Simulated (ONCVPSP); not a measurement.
# Se: generating and testing an ONCV potential

Aim: build the potential from the settings below, then test how well it stands in for the atom: other configurations, scattering, ghost states and the plane-wave cutoff that it needs.

Method: ONCVPSP 4.0.1, PBE, scalar-relativistic.

### 1 Settings

Typed settings, in words:

```
element                 : selenium (Se, Z = 34)
type                    : optimised norm-conserving Vanderbilt (ONCV)
frozen core             : [Ar] 3d10
valence charge          : 6
reference configuration : 4s2 4p4
partial waves           : 4s: rc 1.25 bohr, ncon 3, nbas 8, qcut 4.7 1/bohr, 2 projectors, debl 2.7 Ha; 4p: rc 1.70 bohr, ncon 5, nbas 9, qcut 3.9 1/bohr, 2 projectors, debl 2.1 Ha; d scattering state at 0.28 Ha: rc 1.35 bohr, ncon 4, nbas 8, qcut 8.3 1/bohr, 2 projectors, debl 3.3 Ha
local potential         : polynomial inside 1.15 bohr (lpopt 5, dvloc0 4 Ha)
core correction         : not asked for
```

### 2 Generation

Input file Se.dat:

```
# ATOM AND REFERENCE CONFIGURATION
# atsym  z   nc   nv     iexc    psfile
  Se 34.00    6    2        4      upf
#
#   n    l    f
    1    0    2.00
    2    0    2.00
    2    1    6.00
    3    0    2.00
    3    1    6.00
    3    2   10.00
    4    0    2.00
    4    1    4.00
#
# PSEUDOPOTENTIAL AND OPTIMIZATION
# lmax
    2
#
#   l,   rc,      ep,       ncon, nbas, qcut
    0    1.25    0.00    3    8    4.70
    1    1.70    0.00    5    9    3.90
    2    1.35    0.28    4    8    8.30
#
# LOCAL POTENTIAL
# lloc, lpopt,  rc(5),   dvloc0
    4    5    1.15    4.00
#
# VANDERBILT-KLEINMAN-BYLANDER PROJECTORs
# l, nproj, debl
    0    2    2.70
    1    2    2.10
    2    2    3.30
#
# MODEL CORE CHARGE
# icmod, fcfact, rcfact
    0    0.00    0.00
#
# LOG DERIVATIVE ANALYSIS
# epsh1, epsh2, depsh
   -2.00    5.00    0.02
#
# OUTPUT GRID
# rlmax, drl
    6.00    0.01
#
# TEST CONFIGURATIONS
# ncnf
    4
# nvcnf
#   n    l    f
    2
    4    0    2.00
    4    1    3.00
#
    2
    4    0    2.00
    4    1    2.00
#
    2
    4    0    2.00
    4    1    1.00
#
    2
    4    0    2.00
    4    1    3.50
#
```

The run is started by

```
$ oncvpsp.x < Se.dat > Se.out
```

**Question.** What will these runs give? Wanted: cutoffs for 1 and 0.1 mHa per electron, occupied waves; bound ghosts; GHOST(+) flags; largest test error; largest phase difference near zero energy, channels read.

As calculated:

| quantity | value |
| --- | --- |
| cutoffs for 1 and 0.1 mHa per electron, occupied waves | 12 Ha and 67 Ha |
| bound ghosts | d at -32.51 eV |
| GHOST(+) flags | s at 127 eV |
| largest test error (AE − PS) | -66 meV, for 4s2 4p1 |
| largest phase difference near zero energy, channels read | 0.014 rad |

In words: It has a bound ghost (d), a state that the atom doesn't have, and that rules the file out. By total energies transferability is fair: the largest error is 66 meV on 62.1 eV, for 4s2 4p1. That test lies far up in energy; among those under 40 eV, nearer to bonding, the largest error is 26 meV. By its cutoff, 12 Ha for the looser tolerance, it is soft on the atom at that tolerance. The tighter tolerance needs 67 Ha, and converged work needs a cutoff nearer that. That counts occupied waves only; other projectors can need more. Near zero energy the phases of the channels with partial waves agree within 0.014 rad. The program also flags highly localised states, GHOST(+) (s).
